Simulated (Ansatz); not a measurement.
I need a relaxation driven by ASE of Mg3Zr, space group Fm-3m. Use Ansatz's Python interface. Settings (first run): LDA, PAW, the default cutoff (420 eV here), 5×5×5 k-points, Gaussian smearing of 0.05 eV.

```cif
data_structure
_symmetry_space_group_name_H-M 'P 1'
_symmetry_Int_Tables_number 1
_cell_length_a 4.9859
_cell_length_b 4.9859
_cell_length_c 4.9859
_cell_angle_alpha 60.000
_cell_angle_beta 60.000
_cell_angle_gamma 60.000
_cell_volume 87.64
loop_
_atom_site_label
_atom_site_type_symbol
_atom_site_fract_x
_atom_site_fract_y
_atom_site_fract_z
_atom_site_occupancy
Mg1 Mg 0.00000 0.00000 0.00000 1
Mg2 Mg 0.25000 0.25000 0.25000 1
Mg3 Mg 0.75000 0.75000 0.75000 1
Zr1 Zr 0.50000 0.50000 0.50000 1
```

Script `ase_relax_mg3zr.py`:
```python
"""Relax Mg3Zr with an ASE optimiser on Ansatz forces."""

import warnings

import ansatz as az
from ase import Atoms
from ase.calculators.calculator import Calculator, all_changes
from ase.filters import FrechetCellFilter
from ase.optimize import LBFGS
from ase.units import GPa
import numpy as np


class PlaneWaves(Calculator):
    implemented_properties = ["energy", "free_energy", "forces", "stress"]

    def calculate(self, atoms=None, properties=("energy",), system_changes=all_changes):
        super().calculate(atoms, properties, system_changes)
        bare = self.atoms.copy()
        bare.set_constraint()
        bare.set_momenta(None)
        job = (
            az.Crystal.from_ase(bare).calculation()
            .kpoints(5, 5, 5)
            .occupations("gaussian", width=0.05)
            .functional("lda")
            .forces()
            .stress()
        )
        report = job.run(threads=1).report
        self.results["free_energy"] = report["lagrangian_ev"]
        self.results["energy"] = report.get("lagrangian_sigma0_ev", report["lagrangian_ev"])
        self.results["forces"] = np.array(report["forces_ev_ang"])
        s = -np.array(report["stress_gpa"]) * GPa  # ASE counts tension as positive
        self.results["stress"] = s[[0, 1, 2, 1, 0, 0], [0, 1, 2, 2, 2, 1]]


def main() -> None:
    warnings.simplefilter("ignore")
    atoms = Atoms(
        ["Mg", "Mg", "Mg", "Zr"],
        cell=[[0.0, 3.52558, 3.52558], [3.52558, 0.0, 3.52558], [3.52558, 3.52558, 0.0]],
        scaled_positions=[
            [0.0, 0.0, 0.0],
            [0.25, 0.25, 0.25],
            [0.75, 0.75, 0.75],
            [0.5, 0.5, 0.5],
        ],
        pbc=True,
    )
    atoms.rattle(0.04, seed=6)
    atoms.calc = PlaneWaves()
    before = atoms.get_potential_energy(), atoms.get_volume()
    target = FrechetCellFilter(atoms)
    optimiser = LBFGS(target, logfile=None)


    def tell():
        fmax = np.linalg.norm(target.get_forces(), axis=1).max()
        print(f"step {optimiser.nsteps:2d}  E = {atoms.get_potential_energy():.5f} eV  fmax = {fmax:.4f}  V = {atoms.get_volume():.3f} A^3")


    optimiser.attach(tell)
    met = optimiser.run(fmax=0.03, steps=15)
    print("threshold met:", bool(met), " energy gained:", round(before[0] - atoms.get_potential_energy(), 5), "eV")
    print("cell lengths and angles:", np.round(atoms.cell.cellpar(), 3))
    print(np.round(atoms.get_scaled_positions(), 4))


if __name__ == "__main__":
    main()
```

Running `python ase_relax_mg3zr.py` prints:
```text
step  0  E = -9781.63012 eV  fmax = 0.9813  V = 87.644 A^3
step  1  E = -9781.66266 eV  fmax = 0.8669  V = 87.278 A^3
step  2  E = -9781.79684 eV  fmax = 0.2763  V = 83.712 A^3
step  3  E = -9781.80017 eV  fmax = 0.1629  V = 83.891 A^3
step  4  E = -9781.80314 eV  fmax = 0.1486  V = 83.708 A^3
step  5  E = -9781.80945 eV  fmax = 0.0685  V = 82.757 A^3
step  6  E = -9781.81118 eV  fmax = 0.0410  V = 82.178 A^3
step  7  E = -9781.81151 eV  fmax = 0.0217  V = 81.989 A^3
threshold met: True  energy gained: 0.18139 eV
cell lengths and angles: [ 4.868  4.877  4.873 60.093 60.148 60.059]
[[0.0043 0.0043 0.9941]
 [0.2548 0.2551 0.2429]
 [0.7547 0.7556 0.7438]
 [0.5045 0.5049 0.4936]]
```

Caveats:
- Absolute energies stand on the zero of these potentials, so only differences at equal settings mean something. A total without «per atom» is that of the whole cell that was run.
- For a metal this k-point mesh is coarse: on a finer one energies can move by several to tens of meV an atom and pressures by half a GPa or more, differences at one mesh by less.
- This cell is a computed structure, which may not be the phase found in nature.
- It ran for 93 s on 1 thread of Arm Neoverse V1 (shared host), peak memory 0.51 GiB.
